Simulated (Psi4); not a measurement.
**SiNH2F2 (SMILES [NH][SiH](F)F) at UTPSS/def2-SVPD**

Aim: the energy change on altering one bond length of SiNH2F2 at UTPSS/def2-SVPD, from 2 runs. 

Program for the calculation: Psi4 1.11.

2 further runs of the same task are left out: 2 set aside as unsound or not needed.

### Step 1. The structure to begin with

SiNH2F2 has 6 atoms, charge 0, and is taken as a doublet. SMILES: `[NH][SiH](F)F`. The shape is that of a PBE0-D4/def2-TZVP optimisation. This is one conformer, not always the lowest.

Bond lengths: N1–Si2 1.727 Å, Si2–F3 1.580 Å, Si2–F4 1.587 Å, N1–H5 1.021 Å, Si2–H6 1.473 Å. Angles: N1–Si2–F3 107.9°, N1–Si2–F4 114.0°, F3–Si2–F4 106.4°, N1–Si2–H6 109.2°, F3–Si2–H6 109.9°, F4–Si2–H6 109.3°, Si2–N1–H5 116.5°.

### Step 2. A single-point energy at UTPSS/def2-SVPD

The input, calc.in:

```
memory 1600 MB

molecule mol {
  0 2
  N
  Si 1 R2
  F 2 R3 1 A3
  F 2 R4 3 A4 1 D4
  H 1 R5 2 A5 3 D5
  H 2 R6 3 A6 4 D6

  R2 = 1.727476
  R3 = 1.579961
  A3 = 107.88634
  R4 = 1.586993
  A4 = 106.4282
  D4 = 122.77384
  R5 = 1.020709
  A5 = 116.54767
  D5 = 144.56884
  R6 = 1.472628
  A6 = 109.8986
  D6 = 118.27165
  symmetry c1
  no_reorient
  no_com
}

set {
  basis def2-SVPD
  reference uks
  puream true
  e_convergence 1e-09
  d_convergence 1e-08
  scf_type pk
  dft_radial_points 99
  dft_spherical_points 590
  maxiter 200
}

e_tot = energy("tpss")
```

The run is started by

```bash
$ psi4 -i calc.in -o calc.out -n 1
```

calc.out:

```text
[...]
  Running in c1 symmetry.
[...]
  Nuclear repulsion =  175.745952744507747
[...]
  Multiplicity = 2
[...]
  Nalpha       = 21
  Nbeta        = 20
[...]
    Number of basis functions: 106
[...]
   @UKS iter   1:  -544.75767841586548   -2.57919e-01   6.94607e-03 DIIS/ADIIS
[...]
   @UKS iter  15:  -544.97310263947622   -2.16005e-12   5.07263e-09 DIIS
[...]
   @S^2 Observed:                7.531891773E-01
[...]
    Orbital Energies [Eh]
    ---------------------
    Alpha Occupied:
       1A    -65.775209     2A    -24.441356     3A    -24.440069
       4A    -14.165303     5A     -5.206219     6A     -3.587812
       7A     -3.585556     8A     -3.582750     9A     -1.129251
      10A     -1.109293    11A     -0.804399    12A     -0.533565
      13A     -0.465477    14A     -0.451667    15A     -0.442758
      16A     -0.408299    17A     -0.394840    18A     -0.383225
      19A     -0.357537    20A     -0.311587    21A     -0.290952
    Alpha Virtual:
      22A     -0.002946    23A      0.008509    24A      0.019090
      25A      0.045938    26A      0.076735    27A      0.095297
[...]
  @UKS Final Energy:  -544.97310263947622
   => Energetics <=
    Nuclear Repulsion Energy =            175.7459527445077470
    One-Electron Energy =               -1104.2852873282963628
    Two-Electron Energy =                 433.1423020658352243
    DFT Exchange-Correlation Energy =     -49.5760701215229034
    Empirical Dispersion Energy =           0.0000000000000000
    VV10 Nonlocal Energy =                  0.0000000000000000
    Total Energy =                       -544.9731026394762239
[...]
 Multipole Moments:
 ------------------------------------------------------------------------------------
     Multipole            Electronic (a.u.)      Nuclear  (a.u.)        Total (a.u.)
 ------------------------------------------------------------------------------------
 L = 1.  Multiply by 2.5417464519 to convert [e a0] to [Debye]
 Dipole X            :         -1.7711447            1.8490650            0.0779203
 Dipole Y            :         -1.4661240            2.1156366            0.6495125
 Dipole Z            :          2.3855281           -2.6554614           -0.2699332
 Magnitude           :                                                    0.7076737
[...]
```

Wall time 59 s (1 thread of Intel Xeon 6975P-C (Granite Rapids), shared host); peak memory 0.64 GiB.

### Step 3. The distorted shape

The input, run.py:

```python
import psi4

psi4.set_memory('1600 MB')
psi4.set_num_threads(1)
psi4.core.set_output_file('psi4.out', False)

mol = psi4.geometry("""
0 2
N     -0.83633042     2.28775536    -1.55032942
Si    -0.43306287    -0.06797723     0.67331131
F      2.98331063    -1.77898817    -0.00888171
F     -2.50533654    -2.23228056     0.54934527
H     -2.63610558     2.58066291    -2.17923028
H     -0.43457465     1.06396872     3.21555986
units bohr
symmetry c1
""")

psi4.set_options({
    'reference': 'uks',
    'puream': True,
    'e_convergence': 1e-09,
    'd_convergence': 1e-08,
    'scf_type': 'pk',
    'dft_radial_points': 99,
    'dft_spherical_points': 590,
    'maxiter': 200,
})

e, wfn = psi4.energy("tpss/def2-SVPD", molecule=mol, return_wfn=True)
print(f'tpss/def2-SVPD energy: {e:.10f} Eh')
```

The run is started by

```bash
$ python run.py
```

psi4.out:

```text
[...]
  Running in c1 symmetry.
[...]
  Nuclear repulsion =  161.757783652763010
[...]
  Multiplicity = 2
[...]
  Nalpha       = 21
  Nbeta        = 20
[...]
    Number of basis functions: 106
[...]
   @UKS iter   1:  -544.68967743314818   -4.47947e-01   7.14371e-03 ADIIS/DIIS
[...]
   @UKS iter  15:  -544.92187727714463   -7.73070e-12   9.34186e-09 DIIS
[...]
   @S^2 Observed:                7.533314969E-01
[...]
    Orbital Energies [Eh]
    ---------------------
    Alpha Occupied:
       1A    -65.813722     2A    -24.466239     3A    -24.388203
       4A    -14.187218     5A     -5.239680     6A     -3.621410
       7A     -3.619348     8A     -3.616275     9A     -1.142212
      10A     -1.004158    11A     -0.824865    12A     -0.543464
      13A     -0.476470    14A     -0.448112    15A     -0.434325
      16A     -0.397749    17A     -0.368638    18A     -0.327606
      19A     -0.315856    20A     -0.311019    21A     -0.306505
    Alpha Virtual:
      22A     -0.073043    23A     -0.018446    24A     -0.006826
      25A      0.028226    26A      0.054501    27A      0.078573
[...]
  @UKS Final Energy:  -544.92187727714463
   => Energetics <=
    Nuclear Repulsion Energy =            161.7577836527630097
    One-Electron Energy =               -1076.3502915269209552
    Two-Electron Energy =                 419.1027691790697531
    DFT Exchange-Correlation Energy =     -49.4321385820564814
    Empirical Dispersion Energy =           0.0000000000000000
    VV10 Nonlocal Energy =                  0.0000000000000000
    Total Energy =                       -544.9218772771446311
[...]
 Multipole Moments:
 ------------------------------------------------------------------------------------
     Multipole            Electronic (a.u.)      Nuclear  (a.u.)        Total (a.u.)
 ------------------------------------------------------------------------------------
 L = 1.  Multiply by 2.5417464519 to convert [e a0] to [Debye]
 Dipole X            :          0.4729409           -1.7648215           -1.2918806
 Dipole Y            :         -3.0248332            3.8081377            0.7833045
 Dipole Z            :          0.0037476            0.2540723            0.2578199
 Magnitude           :                                                    1.5326424
[...]
```

Standard output:

```text
tpss/def2-SVPD energy: -544.9218772771 Eh
```

Run time: 59 s. Hardware: 1 thread of Intel Xeon 6975P-C (Granite Rapids), shared host; peak memory 0.64 GiB.

### Step 4. What came out

At UTPSS/def2-SVPD:

```
                                                          quantity          value
                                         first shape: total energy  -544.97310 Eh
                                        first shape: dipole moment         1.80 D
                   first shape: HOMO energy (highest over α and β)       -7.44 eV
                    first shape: LUMO energy (lowest over α and β)       -5.44 eV
                                                 first shape: ⟨S²⟩          0.753
                                     distorted shape: total energy  -544.92188 Eh
                                    distorted shape: dipole moment         3.90 D
               distorted shape: HOMO energy (highest over α and β)       -7.93 eV
                distorted shape: LUMO energy (lowest over α and β)       -6.01 eV
                                             distorted shape: ⟨S²⟩          0.753
energy change with the Si2–F3 bond stretched from 1.580 to 2.054 Å       1.394 eV
```

What this shows: With the Si2–F3 bond stretched from 1.580 to 2.054 Å the energy rises by 1.39 eV (134 kJ/mol). The first shape isn't relaxed at this level, so the change isn't measured from a minimum.
